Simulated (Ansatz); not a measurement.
**Alloy of Si and Sn (16 of 64 Si sites exchanged), 64 atoms**

Aim: relax the alloy cell and compare the gap by PBEsol and HSE06.

All numbers are computed with Ansatz 0.2.0 (PAW, plane waves).

## (1) The system as built

64 atoms (48 Si, 16 Sn); a = 11.419 Å, b = 11.419 Å, c = 11.419 Å, α = 90.00°, β = 90.00°, γ = 90.00°. All atoms were shaken off their sites by about 0.02 Å along each axis.

Steps to follow: (2) PBEsol cell relaxation at the single k point (½, ½, ½), on 7 threads of Arm Neoverse-V2; (3) HSE06 single point at the Γ point alone, on 7 threads of Arm Neoverse-V2.

## (2) PBEsol relaxation of the cell and the positions

in.yaml reads:

```yaml
crystal:
  lattice:
    - [11.418936, 0.000000, 0.000000]
    - [0.000000, 11.418936, 0.000000]
    - [0.000000, 0.000000, 11.418936]
  atoms:
    - { symbol: Si, position: [0.998756, 0.001209, 0.996904] }
    - { symbol: Si, position: [0.000779, 0.501049, 0.498895] }
    - { symbol: Si, position: [0.500189, 0.998622, 0.001488] }
    - { symbol: Si, position: [0.502409, 0.496609, 0.501613] }
    - { symbol: Si, position: [0.128494, 0.125136, 0.127203] }
    - { symbol: Si, position: [0.124565, 0.125364, 0.623775] }
    - { symbol: Si, position: [0.121219, 0.622385, 0.125705] }
    - { symbol: Si, position: [0.125500, 0.624485, 0.625698] }
    - { symbol: Si, position: [0.622971, 0.122791, 0.125030] }
    - { symbol: Si, position: [0.623927, 0.124596, 0.625203] }
    - { symbol: Si, position: [0.624694, 0.625841, 0.125351] }
    - { symbol: Si, position: [0.625621, 0.627131, 0.623781] }
    - { symbol: Si, position: [0.251192, 0.250935, 0.001384] }
    - { symbol: Si, position: [0.247087, 0.250316, 0.499511] }
    - { symbol: Si, position: [0.254863, 0.749880, 0.000486] }
    - { symbol: Si, position: [0.249898, 0.747759, 0.499419] }
    - { symbol: Si, position: [0.749695, 0.250583, 0.499963] }
    - { symbol: Si, position: [0.751952, 0.749747, 0.999024] }
    - { symbol: Si, position: [0.747587, 0.750509, 0.499158] }
    - { symbol: Si, position: [0.372785, 0.372691, 0.624650] }
    - { symbol: Si, position: [0.375043, 0.873123, 0.124674] }
    - { symbol: Si, position: [0.375093, 0.871889, 0.622996] }
    - { symbol: Si, position: [0.876703, 0.376578, 0.628548] }
    - { symbol: Si, position: [0.877386, 0.874924, 0.625985] }
    - { symbol: Si, position: [0.250500, 0.999113, 0.251175] }
    - { symbol: Si, position: [0.248384, 0.998398, 0.750385] }
    - { symbol: Si, position: [0.246771, 0.501572, 0.749190] }
    - { symbol: Si, position: [0.749291, 0.002502, 0.249824] }
    - { symbol: Si, position: [0.749284, 0.002843, 0.748711] }
    - { symbol: Si, position: [0.752763, 0.498642, 0.249040] }
    - { symbol: Si, position: [0.374791, 0.126148, 0.375264] }
    - { symbol: Si, position: [0.376330, 0.128888, 0.874196] }
    - { symbol: Si, position: [0.375077, 0.623343, 0.376174] }
    - { symbol: Si, position: [0.875311, 0.122120, 0.377180] }
    - { symbol: Si, position: [0.872494, 0.124234, 0.875464] }
    - { symbol: Si, position: [0.874551, 0.627165, 0.377739] }
    - { symbol: Si, position: [0.998658, 0.253123, 0.750610] }
    - { symbol: Si, position: [0.000078, 0.748840, 0.747781] }
    - { symbol: Si, position: [0.500554, 0.250400, 0.249515] }
    - { symbol: Si, position: [0.500607, 0.251555, 0.750568] }
    - { symbol: Si, position: [0.495346, 0.752854, 0.748732] }
    - { symbol: Si, position: [0.125437, 0.372003, 0.374940] }
    - { symbol: Si, position: [0.123970, 0.378967, 0.874207] }
    - { symbol: Si, position: [0.127915, 0.871039, 0.373786] }
    - { symbol: Si, position: [0.125397, 0.878835, 0.874225] }
    - { symbol: Si, position: [0.628658, 0.372704, 0.375098] }
    - { symbol: Si, position: [0.625028, 0.873229, 0.377061] }
    - { symbol: Si, position: [0.626347, 0.876180, 0.874030] }
    - { symbol: Sn, position: [0.000309, 0.000392, 0.499890] }
    - { symbol: Sn, position: [0.999208, 0.499823, 0.997507] }
    - { symbol: Sn, position: [0.501393, 0.002735, 0.501157] }
    - { symbol: Sn, position: [0.501360, 0.501558, 0.000713] }
    - { symbol: Sn, position: [0.750692, 0.248572, 0.998838] }
    - { symbol: Sn, position: [0.373810, 0.376457, 0.125673] }
    - { symbol: Sn, position: [0.873199, 0.377611, 0.124951] }
    - { symbol: Sn, position: [0.875144, 0.875721, 0.124572] }
    - { symbol: Sn, position: [0.248543, 0.499808, 0.245681] }
    - { symbol: Sn, position: [0.751910, 0.503364, 0.752346] }
    - { symbol: Sn, position: [0.375596, 0.624316, 0.873718] }
    - { symbol: Sn, position: [0.876383, 0.625568, 0.874464] }
    - { symbol: Sn, position: [0.000467, 0.248559, 0.248110] }
    - { symbol: Sn, position: [0.000662, 0.747738, 0.245722] }
    - { symbol: Sn, position: [0.502616, 0.749432, 0.247583] }
    - { symbol: Sn, position: [0.625290, 0.375344, 0.875153] }
kpoints:
  mp_grid: { grid: [1, 1, 1], shift: [0.5, 0.5, 0.5] }
hamiltonian:
  xc: pbesol
scf:
  occupations: { method: fermi_dirac, width: 0.01 }
relax:
  f_tol: 0.03
  max_steps: 80
  escape_saddle: false
  adjacent_minimum: "off"
  cell: { fix: [shape] }
output:
  forces: true
  eigenvalues: true
  populations: true
```

The runs that follow: HSE06 single point.

**Question.** What will these runs give? Wanted: for each run, top filled to lowest empty.

As calculated:

| level | time | k points | top filled to lowest empty (eV) |
| --- | --- | --- | --- |
| PBEsol, relaxation | 40 s (7 CPU threads) | (½, ½, ½) | 0.84 |
| HSE06 | 5 min (7 CPU threads) | Γ | 0.77 |

| quantity | value |
| --- | --- |
| relaxation | 5 recorded steps, 9.76 eV gained |
| largest shift | 0.34 Å (Si43) |
| relaxed cell | a = 11.403 Å, b = 11.403 Å, c = 11.403 Å, α = 90.00°, β = 90.00°, γ = 90.00° |
| mean bonds | Si–Si 2.390, Si–Sn 2.565, Sn–Sn 2.718 Å |

**Reading.** Relaxation gains 9.76 eV, with shifts up to 0.34 Å (Si43), while the volume changes by -0.4 %. The mean lengths of the listed bonds run from Si–Si 2.39 Å to Sn–Sn 2.72 Å. Rows on different k points differ by sampling as well as by level. No spin–orbit coupling is included; with elements this heavy it would shift the edges. With one k point the spacing samples only the states that fold onto it, so it can exceed the gap over the zone.
